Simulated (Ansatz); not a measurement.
Ga3Se:

```
CELL_PARAMETERS angstrom
4.43246 0.00000 0.00000
0.00000 4.43246 0.00000
0.00000 0.00000 4.43246
ATOMIC_POSITIONS crystal
Se 0.00000 0.00000 0.00000
Ga 0.50000 0.50000 0.00000
Ga 0.50000 0.00000 0.50000
Ga 0.00000 0.50000 0.50000
```

The cell comes from a database or a generator and needn't be the stable form of this composition.

Below is the output of Ansatz 0.2.0 for this cell. Logs are shortened: lines on timing, memory, paths and dates and some standing lists are left out, and cuts for length are marked.

```text
Warning: output.stress: scf.convergence.dr2_threshold = 1e-7 eV (the SCF's general default) is looser than the 4e-10 eV advised for a printed stress (1e-10 eV for each atom of the cell: 4). What an SCF threshold leaves in a stress goes as its square root, and in the free energy as the threshold itself, and one threshold admits the most on a small cell: of the crystals measured, under no hybrid functional and no lock of the moments, on runs that ended without the residual-converged pass, on stresses that held no estimate of that error, the worst erred by over 100 MPa in a component at 1e-7 eV an atom and by under 5 at 1e-10. Set scf.convergence.dr2_threshold to 4e-10 eV or tighter. The threshold is an SCF's pass mark: one that does not reach it within its budget of iterations ends unconverged, or closes short of it on a stop that the run arms, and scf.convergence.dr2_threshold's page says what that costs each kind of run
Warning: output.stress: scf.exx.energy_threshold = 1e-6 eV is looser than the 4e-8 eV advised for a stress under a hybrid functional (1e-8 eV for each atom of the cell: 4). Every SCF of the exchange loop can meet its threshold on dr2 while the loop round them stops early: no threshold on dr2 bounds what that leaves in the stress. Set scf.exx.energy_threshold to 4e-8 eV or tighter. The threshold is the loop's pass mark: a loop that does not reach it within its budget of cycles ends unconverged, and scf.exx.energy_threshold's page has the law
Warning: RAYON_NUM_THREADS=2 ignored (pool sized by the plan → 2); use --threads N
Engine: ansatz 0.2.0, x86_64-unknown-linux-gnu
Pseudopotentials: kind: paw
Pseudopotential: Se, paw, valence charge 16, recommended cutoff 420 eV (normal), Se.paw.azcp
Pseudopotential: Ga, paw, valence charge 13, recommended cutoff 420 eV (normal), Ga.paw.azcp
Functional definition: unnamed
  parameter a_1 = 0.35
  parameter omega_1 = 0.2078699/angstrom
  exchange = pbe_x + (-a_1)*pbe_x_sr(omega_1) + a_1*exact_x_sr(omega_1)
  correlation = pbe_c
Crystal: 4 atoms, lattice volume = 87.084 Å³
Basis set: ecut = 420 eV, 1743 PW (Γ), exchange–correlation on 60×60×60 points (8 copies of the dense FFT grid, shifted against one another)
Bands: 33, of which v1, the nominal top of the filled ones, is band 28 counted from 1 (27 counted from 0)
Symmetry: 48 space group operations
Space group: Pm-3m (ITA 221), of the structure as read, at distance tolerance 4.4e-5 Å
[... 67 lines left out ...]
--- Per-component energies (eV) ---
  E_band       = -726.233811
  E_kinetic    = 452.947281
  E_local      = -7848.899280  (includes V_loc(G=0)·N_el)
  E_nonlocal   = 670.468229
  E_hartree    = 3740.511818
  E_xc         = -226.426101
  E_vxc        = -196.206446  (∫ρ·V_xc dr)
  E_exx        = -295.361289  (= α·E_x^exact, valence–valence)
  E_paw        = -7657.192437  (= ΣΔE_a)
  E_vpaw       = -694.841499  (= ΣTr[D̂ρ^β])
  E_aug_tail   = -0.001031  (compensation charges beyond the density's cutoff)
  E_ewald      = -5656.793407
  E_core_change = -1.075377  (= ΣΔE_core)
  E_smearing   = -0.012609  (= −TS)
  E_closure    = -0.000000  (closes the sum)
  Σ components = -16821.834204   (vs F -16821.834204, Δ=0.00e0)
--- Forces (eV/Å), atoms counted from 1 ---
  atom   1  Se    -0.00000000     0.00000000     0.00000000
  atom   2  Ga     0.00000000    -0.00000000     0.00000000
  atom   3  Ga     0.00000000     0.00000000    -0.00000000
  atom   4  Ga    -0.00000000     0.00000000     0.00000000
  max |Σ_I F_I| component: 1.71e-30 eV/Å
--- Stress (GPa, compression-positive) ---
       -1.095030       0.000000       0.000000
        0.000000      -1.095030      -0.000000
        0.000000       0.000000      -1.095030
  P = ⅓ Tr σ = -1.0950 GPa (-10.950 kbar)
--- Band table (eV; the first three rows and the last of 10) ---
  k-point 0: bands = ["-44.9500", "-44.9500", "-44.9500", "-44.9489", "-44.9489", "-10.6283", "-10.6283", "-10.6283", "-10.6278", "-10.5820", "-10.5820", "-10.5220", "-10.5220", "-10.5220", "-10.4512", "-10.4512", "-10.4477", "-10.4020", "-10.4020", "-10.4020", "-7.0707", "-0.1782", "4.0824", "4.0824", "4.0824", "5.4325", "5.4325", "10.5940", "10.5940", "10.5940", "13.8838", "13.8838", "13.8838"]
  k-point 1: bands = ["-44.9500", "-44.9500", "-44.9500", "-44.9489", "-44.9489", "-10.6221", "-10.6017", "-10.6011", "-10.6011", "-10.5783", "-10.5636", "-10.5279", "-10.5234", "-10.5234", "-10.4695", "-10.4627", "-10.4507", "-10.4353", "-10.4353", "-10.4020", "-6.8574", "-0.7714", "2.7485", "4.5029", "4.5029", "5.7784", "7.4375", "9.6531", "9.6531", "10.3074", "11.5722", "13.1684", "13.1684"]
  k-point 2: bands = ["-44.9500", "-44.9500", "-44.9500", "-44.9489", "-44.9488", "-10.6151", "-10.5799", "-10.5571", "-10.5571", "-10.5542", "-10.5357", "-10.5347", "-10.5134", "-10.5134", "-10.5039", "-10.4966", "-10.4966", "-10.4873", "-10.4501", "-10.4019", "-6.6033", "-1.4849", "2.5437", "5.1102", "5.1102", "6.2553", "7.1358", "8.4398", "8.4398", "10.1185", "13.3407", "13.5933", "13.5933"]
  k-point 9: bands = ["-44.9500", "-44.9500", "-44.9500", "-44.9488", "-44.9488", "-10.6569", "-10.5764", "-10.5764", "-10.5764", "-10.5747", "-10.5747", "-10.5747", "-10.5063", "-10.5063", "-10.4735", "-10.4735", "-10.4735", "-10.4285", "-10.4285", "-10.4285", "-5.9356", "2.6798", "2.6798", "2.6798", "2.7394", "2.7394", "2.7394", "4.4174", "13.4125", "13.4125", "13.4125", "18.4123", "18.4123"]
```

Task: Write the input and the command behind it.

Result: Single point with HSE06 form with a typed share of exact exchange, no spin polarisation. The files as run (others can give the same):

input.yaml
```yaml
crystal:
  lattice:
    - [4.432465, 0.0, 0.0]
    - [0.0, 4.432465, 0.0]
    - [0.0, 0.0, 4.432465]
  atoms:
    - { symbol: Se, position: [0.0, 0.0, 0.0] }
    - { symbol: Ga, position: [0.5, 0.5, 0.0] }
    - { symbol: Ga, position: [0.5, 0.0, 0.5] }
    - { symbol: Ga, position: [0.0, 0.5, 0.5] }
hamiltonian:
  xc:
    exchange: pbe
    correlation: pbe
    exx: { coeff: 0.35, omega: 0.2078699 }
  pseudopotentials: { kind: paw }
kpoints:
  mp_grid: { grid: [4, 4, 4] }
scf:
  occupations: { method: fermi_dirac, width: 0.05 }
output:
  forces: true
  stress: true
  eigenvalues: true
```

Potentials or basis: Ansatz PAW.
Command:
```console
$ ansatz run input.yaml --threads 2 --pin off --max-ram 5632MiB --backend cpu --events-out ev --progress --plain --runs-dir out
```

Caveat: the PAW data sets come from PBE, with cores solved anew for the run's functional, which leaves a small shift of forces and pressure; the thresholds are loose for stress.
